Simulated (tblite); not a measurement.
# C7H12BF: the cost of one run

The runs use tblite 0.8.0 and PySCF 2.14.0, with density-fitted response routines of our own; the level of theory stands in each step. All values are computed, except where a source is named. Atoms are numbered from 0 throughout.

### 1 The starting structure

21 atoms, charge 0, multiplicity 1; geometry from: force field or distance geometry start.

Bonds of the start (Å): F0–C1 1.35, C1–C2 1.34, C2–C3 1.53, C3–C4 1.53, C4–B5 1.60, B5–C6 1.59, C6–C7 1.54, C7–C8 1.54, C8–C3 1.55, C1–H9 1.09, C2–H10 1.08, C3–H11 1.11, C4–H12 1.12, C4–H13 1.12, B5–H14 1.19, C6–H15 1.11, C6–H16 1.12, C7–H17 1.12, C7–H18 1.12, C8–H19 1.12, C8–H20 1.10.

### 2 Optimising the geometry with GFN2-xTB

What the job is given:

```
{"job": {"kind": "relax", "xc": "GFN2-xTB", "basis": "xTB"}, "charge": 0, "multiplicity": 1}
F      3.081800     0.504800    -1.679400
C      3.151900     0.270100    -0.352900
C      2.085800    -0.075700     0.375100
C      0.703900    -0.194400    -0.260200
C      0.126800     1.193700    -0.557400
B     -1.384200     1.089600    -1.080600
C     -2.327000     0.109100    -0.261300
C     -1.605100    -1.213400     0.044500
C     -0.227200    -1.001000     0.687700
H      4.119000     0.338000     0.149300
H      2.201500    -0.279000     1.429800
H      0.801600    -0.779200    -1.199600
H      0.136600     1.829700     0.359100
H      0.737500     1.693900    -1.353000
H     -1.873600     2.084300    -1.504500
H     -3.251200    -0.090000    -0.833500
H     -2.613400     0.602400     0.699100
H     -1.494100    -1.805000    -0.901000
H     -2.242700    -1.817800     0.734400
H     -0.351800    -0.458000     1.658900
H      0.215000    -1.984900     0.907200
```

Started as:

```console
$ OMP_NUM_THREADS=1 python probes_run.py task.json out
```

This one command runs all jobs of the session in turn.

Q: Estimate the wall time and peak memory of this first job on 1 thread of Arm Neoverse N1, shared host.

About 1.2 s, with a peak of 0.18 GiB.
